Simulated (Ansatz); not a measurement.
From input file to script: MgTi₃S₆, space group P-3m1 in Ansatz 0.2.0.

```yaml
crystal:
  lattice:
    - [3.498858, 0.0, 0.0]
    - [-1.749429, 3.0301, 0.0]
    - [0.0, 0.0, 21.002822]
  atoms:
    - { symbol: Mg, position: [0.0, 0.0, 0.5] }
    - { symbol: Ti, position: [0.0, 0.0, 0.0] }
    - { symbol: Ti, position: [0.0, 0.0, 0.346519] }
    - { symbol: Ti, position: [0.0, 0.0, 0.653481] }
    - { symbol: S, position: [0.333333, 0.666667, 0.06592] }
    - { symbol: S, position: [0.333333, 0.666667, 0.425086] }
    - { symbol: S, position: [0.333333, 0.666667, 0.714498] }
    - { symbol: S, position: [0.666667, 0.333333, 0.285502] }
    - { symbol: S, position: [0.666667, 0.333333, 0.574914] }
    - { symbol: S, position: [0.666667, 0.333333, 0.93408] }
kpoints:
  mp_grid: { kspacing: 0.3 }
hamiltonian:
  xc: pbe
scf:
  occupations: { method: gaussian, width: 0.05 }
  lower_state_search: standard
output:
  forces: true
  stress: true
```

Launched from the shell:
```console
$ ansatz run input.yaml --threads 1 --pin off --max-ram 3072MiB --backend cpu --events-out ev --progress --plain --runs-dir out
Warning: the atoms were moved onto the symmetric positions of the space group found under crystal.symmetry.tolerance 1.0e-5 (fractional; no operation is sought that the atoms, as they stand in a round, miss by more than twice it, and no atom is moved by as much as it), and the run uses the moved positions. Before a round's move an operation carried an atom to 3.50e-6 Å from where it should land, [...]
Engine: ansatz 0.2.0, aarch64-unknown-linux-gnu
Pseudopotentials: kind: paw
Pseudopotential: Mg, paw, valence charge 10, recommended cutoff 420 eV (normal), Mg.paw.azcp
Pseudopotential: Ti, paw, valence charge 12, recommended cutoff 420 eV (normal), Ti.paw.azcp
Pseudopotential: S, paw, valence charge 6, recommended cutoff 420 eV (normal), S.paw.azcp
Functional definition: PBE
  parameter kappa = 0.804
  parameter beta = 0.06672455060314922
  exchange = pbe_x(kappa = kappa, mu = beta*pi^2/3)
  correlation = pbe_c(beta = beta)
Crystal: 10 atoms, lattice volume = 222.670 Å³
Basis set: ecut = 420 eV, 4301 PW (Γ), exchange–correlation on 48×48×288 points (8 copies of the dense FFT grid, shifted against one another)
Bands: 51, of which v1, the nominal top of the filled ones, is band 41 counted from 1 (40 counted from 0)
Symmetry: 12 space group operations
Space group: P-3m1 (ITA 164), of the structure as read, at distance tolerance 6.1e-5 Å
k-points: 8 of 49
Non-local potential: Mg, projectors of the file, l = 0: 3, l = 1: 2, l = 2: 1
Non-local potential: Ti, projectors of the file, l = 0: 3, l = 1: 2, l = 2: 3, l = 3: 1
Non-local potential: S, projectors of the file, l = 0: 2, l = 1: 2, l = 2: 2
PAW form: soft (Blöchl's): semilocal exchange-correlation on the pseudo side does not see the compensation charge
PAW one-centre angular grid: Mg, 110 points (default); XC on 64 Gauss nodes
PAW one-centre angular grid: Ti, 590 points (default); XC on 64 Gauss nodes
PAW one-centre angular grid: S, 110 points (default); XC on 64 Gauss nodes
Initial density: superposition of atomic densities (neutral atoms: chi_scale 0, normalization atom), corrected by the library's trained network
Initial wavefunctions: pseudopotential atomic-orbital guess
Functional: x = pbe(κ = 0.804, μ = 0.2195149727645171), c = pbe(β = 0.06672455060314922)
SCF iter   1: F=—  HF=-14848.443060 eV  |F-HF|=—  |Δ(HF+E_count)|=         —  Δρ=2.55e-2  dr2=2.17e1  ethr=1.77e-3  ⟨swp⟩=6.5  Hψ=1685  notcnv=0
preconditioner: auto → LDOS  [metal: Δε(μ)=0.039 eV  Ē_g=6.874 eV  σ=0.050 eV  W_gap=0.41  n_scr=56 (ndim 8)  ℏωp=17.6 eV  f_vac=0.174  D(μ)=11.89/eV (n_scr^D=110)  β→1.0]
SCF iter   2: F=—  HF=-14848.205239 eV  |F-HF|=—  |Δ(HF+E_count)|=   2.38e-1  Δρ=9.70e-3  dr2=2.82e0  ethr=1.77e-3  ⟨swp⟩=1.8  Hψ=482  notcnv=0  defer=1
SCF iter   3: F=—  HF=-14848.167423 eV  |F-HF|=—  |Δ(HF+E_count)|=   3.78e-2  Δρ=2.62e-3  dr2=2.13e-2  ethr=1.77e-3  ⟨swp⟩=1.9  Hψ=404  notcnv=0  defer=1
SCF iter   4: F=—  HF=-14848.165284 eV  |F-HF|=—  |Δ(HF+E_count)|=   2.14e-3  Δρ=6.95e-4  dr2=1.51e-3  ethr=2.60e-5  ⟨swp⟩=2.0  Hψ=664  notcnv=0  defer=7
automatic band count: iteration 4 solves 50 bands in place of 51: the levels show a gap, and the empty bands left out lie too high to hold charge; the band table lists the bands solved (type scf.n_extra_bands for more)
SCF iter   5: F=—  HF=-14848.165252 eV  |F-HF|=—  |Δ(HF+E_count)|=   3.24e-5  Δρ=5.02e-4  dr2=1.19e-3  ethr=1.84e-6  ⟨swp⟩=2.0  Hψ=565  notcnv=0  defer=7
SCF iter   6: F=—  HF=-14848.165146 eV  |F-HF|=—  |Δ(HF+E_count)|=   1.06e-4  Δρ=3.03e-4  dr2=4.24e-4  ethr=1.45e-6  ⟨swp⟩=2.0  Hψ=557  notcnv=0  defer=7
SCF iter   7: F=—  HF=-14848.165121 eV  |F-HF|=—  |Δ(HF+E_count)|=   2.47e-5  Δρ=1.29e-4  dr2=7.94e-5  ethr=5.17e-7  ⟨swp⟩=2.0  Hψ=477  notcnv=0  defer=7
SCF iter   8: F=—  HF=-14848.165166 eV  |F-HF|=—  |Δ(HF+E_count)|=   4.47e-5  Δρ=4.02e-5  dr2=1.09e-5  ethr=9.68e-8  ⟨swp⟩=2.1  Hψ=516  notcnv=0  defer=7
SCF iter   9: F=—  HF=-14848.165165 eV  |F-HF|=—  |Δ(HF+E_count)|=   1.04e-6  Δρ=9.57e-6  dr2=1.52e-6  ethr=1.33e-8  ⟨swp⟩=2.0  Hψ=588  notcnv=0  defer=7
SCF iter  10: F=—  HF=-14848.165165 eV  |F-HF|=—  |Δ(HF+E_count)|=   1.58e-7  Δρ=4.78e-6  dr2=3.40e-7  ethr=1.85e-9  ⟨swp⟩=2.1  Hψ=638  notcnv=0  defer=7
SCF iter  11: F=-14848.165165 eV  HF=-14848.165165 eV  |F-HF|=9.59e-9  |Δ(HF+E_count)|=   1.29e-8  Δρ=1.47e-6  dr2=1.25e-8  ethr=1.22e-10  ⟨swp⟩=4.9  Hψ=1363  notcnv=0
SCF 1 converged in 11 iterations: F = -14848.165165 eV  dr2 = 1.25e-8
  greatest PAW one-centre occupation: 1.000 electrons in one spin orbital (limit 2), on the Mg atom at site 0 (counted from 0), in its partial waves of l = 0
SCF converged after 11 iterations
Free energy (F): -14848.165165 eV
Harris-Foulkes:  -14848.165165 eV  (|F-HF|=9.59e-9)
Internal energy: -14848.152032 eV  (E = F + TS)
E sigma→0 (E₀):  -14848.158598 eV
Entropy (-TS):   -0.013133 eV (-1.313 meV/atom)
Fermi energy:    6.426206 eV
--- Per-component energies (eV) ---
  E_band       = -1142.304098
  E_kinetic    = 1534.228417
  E_local      = -11755.212598  (includes V_loc(G=0)·N_el)
  E_nonlocal   = 286.271113
  E_hartree    = 5145.124157
  E_xc         = -907.108374
  E_vxc        = -931.855299  (∫ρ·V_xc dr)
  E_paw        = -7034.499904  (= ΣΔE_a)
  E_vpaw       = -565.988067  (= ΣTr[D̂ρ^β])
  E_aug_tail   = 0.000369  (compensation charges beyond the density's cutoff)
  E_ewald      = -2116.955214
  E_smearing   = -0.013133  (= −TS)
  E_closure    = 0.000000  (closes the sum)
  Σ components = -14848.165165   (vs F -14848.165165, Δ=0.00e0)
--- Forces (eV/Å), atoms counted from 1 ---
  atom   1  Mg    -0.00000000    -0.00000000     0.00000000
  atom   2  Ti     0.00000000    -0.00000000     0.00000000
  atom   3  Ti     0.00000000     0.00000000     0.42069264
  atom   4  Ti    -0.00000000    -0.00000000    -0.42069264
  atom   5  S      0.00000000    -0.00000000     0.00389136
  atom   6  S     -0.00000000     0.00000000    -0.19911647
  atom   7  S      0.00000000    -0.00000000     0.27299607
  atom   8  S     -0.00000000     0.00000000    -0.27299607
  atom   9  S      0.00000000    -0.00000000     0.19911647
  atom  10  S      0.00000000     0.00000000    -0.00389136
  max |Σ_I F_I| component: 5.20e-17 eV/Å
--- Stress (GPa, compression-positive) ---
       -1.008387       0.000000      -0.000000
        0.000000      -1.008387      -0.000000
       -0.000000       0.000000       0.168778
  P = ⅓ Tr σ = -0.6160 GPa (-6.160 kbar)
```

Script `deck_mgti3s6.py`:
```python
import json
import logging
import sys

import ansatz as az
import numpy as np

logging.basicConfig(stream=sys.stdout, format="%(levelname)s %(message)s")
log = logging.getLogger("run")
log.setLevel(logging.INFO)


def main() -> None:
    config = {
        "crystal": {
            "lattice": [[3.498858, 0.0, 0.0], [-1.749429, 3.0301, 0.0], [0.0, 0.0, 21.002822]],
            "atoms": [
                {"symbol": "Mg", "position": [0.0, 0.0, 0.5]},
                {"symbol": "Ti", "position": [0.0, 0.0, 0.0]},
                {"symbol": "Ti", "position": [0.0, 0.0, 0.346519]},
                {"symbol": "Ti", "position": [0.0, 0.0, 0.653481]},
                {"symbol": "S", "position": [0.333333, 0.666667, 0.06592]},
                {"symbol": "S", "position": [0.333333, 0.666667, 0.425086]},
                {"symbol": "S", "position": [0.333333, 0.666667, 0.714498]},
                {"symbol": "S", "position": [0.666667, 0.333333, 0.285502]},
                {"symbol": "S", "position": [0.666667, 0.333333, 0.574914]},
                {"symbol": "S", "position": [0.666667, 0.333333, 0.93408]},
            ],
        },
        "kpoints": {"mp_grid": {"kspacing": 0.3}},
        "hamiltonian": {"xc": "pbe"},
        "scf": {
            "occupations": {"method": "gaussian", "width": 0.05},
            "lower_state_search": "standard",
        },
        "output": {"forces": True, "stress": True},
    }

    result = az.Session.from_dict(config).plan(threads=1).execute()
    r = result.report

    log.info("%-22s %14.5f eV" % ("F = E - TS", r["free_energy_ev"]))
    log.info("%-22s %14.5f eV" % ("E", r["internal_energy_ev"]))
    log.info("%-22s %14.5f eV" % ("Harris-Foulkes", r["harris_foulkes_ev"]))
    log.info("%-22s %14.5f eV" % ("Fermi level", r["fermi_energy_ev"]))

    stress = np.array(r["stress_gpa"])
    log.info(f"pressure {np.trace(stress) / 3:.3f} GPa")
    log.info("stress tensor, GPa, positive in compression")
    print(np.round(stress, 3) + 0.0)

    log.info("forces (eV/A)")
    for site, force in zip(result.lattice.sites, r["forces_ev_ang"]):
        log.info(f"  {site.symbol:2s} {force[0]:9.4f} {force[1]:9.4f} {force[2]:9.4f}")

    keep = ["free_energy_ev", "energy_sigma0_ev", "fermi_energy_ev", "n_iterations", "converged", "magnetization_mub", "n_kpoints"]
    with open("mgti3s6.json", "w") as handle:
        json.dump({key: r[key] for key in keep}, handle, indent=1)

    log.info("energy terms (eV)")
    for term, value in r["components"].items():
        if abs(value) > 1e-9:
            log.info(f"  {term:26s} {value:16.5f}")


if __name__ == "__main__":
    main()
```

```console
$ python deck_mgti3s6.py
DeckWarning: the atoms were moved onto the symmetric positions of the space group found under crystal.symmetry.tolerance 1.0e-5 (fractional; no operation is sought that the atoms, as they stand in a round, miss by more than twice it, and no atom is moved by as much as it), and the run uses the moved positions. Before a round's move an operation carried an atom to 3.50e-6 Å from where it should land, the largest such distance. Atom 4 (counting from 0) moved farthest, by 2.02e-6 Å; the longest [...]
DeckWarning: basis.ecutwfc = 420 eV, auto-derived from the records' recommended cutoffs: set by Mg (normal level)
INFO F = E - TS               -14848.16516 eV
INFO E                        -14848.15203 eV
INFO Harris-Foulkes           -14848.16516 eV
INFO Fermi level                   6.42621 eV
INFO pressure -0.616 GPa
INFO stress tensor, GPa, positive in compression
[[-1.008  0.     0.   ]
 [ 0.    -1.008  0.   ]
 [ 0.     0.     0.169]]
INFO forces (eV/A)
INFO   Mg   -0.0000   -0.0000    0.0000
INFO   Ti    0.0000   -0.0000    0.0000
INFO   Ti    0.0000    0.0000    0.4207
INFO   Ti   -0.0000   -0.0000   -0.4207
INFO   S     0.0000   -0.0000    0.0039
INFO   S    -0.0000    0.0000   -0.1991
INFO   S     0.0000   -0.0000    0.2730
INFO   S    -0.0000    0.0000   -0.2730
INFO   S     0.0000   -0.0000    0.1991
INFO   S     0.0000    0.0000   -0.0039
INFO energy terms (eV)
INFO   e_band                          -1142.30410
INFO   e_kinetic                        1534.22842
INFO   e_local                        -11755.21260
INFO   e_nonlocal                        286.27111
INFO   e_hartree                        5145.12416
INFO   e_xc                             -907.10837
INFO   e_vxc                            -931.85530
INFO   e_paw                           -7034.49990
INFO   e_vpaw                           -565.98807
INFO   e_augmentation_tail                 0.00037
INFO   e_ewald                         -2116.95521
INFO   e_smearing                         -0.01313
```
(Warnings from the package without file and line, shortened.)

Notes:
- The settings weren't tested for convergence.
- No spin polarisation was allowed.
- The energy terms are those on the plane-wave grid, with the one-centre PAW part apart; e_band, e_vxc and e_vpaw aren't summands of the total.
- An absolute Fermi energy rests on an arbitrary zero of the periodic potential and has no direct meaning.
- The structure comes from a database of computed cells and needn't be a stable or known phase.
- Gaps and levels are Kohn-Sham values on a finite set of k-points.
- Hardware and time: 6.4 s on 1 thread of Arm Neoverse V1 (shared host), peak memory 0.52 GiB.

(Lines on the test bed's own set-up are left out of the output.)
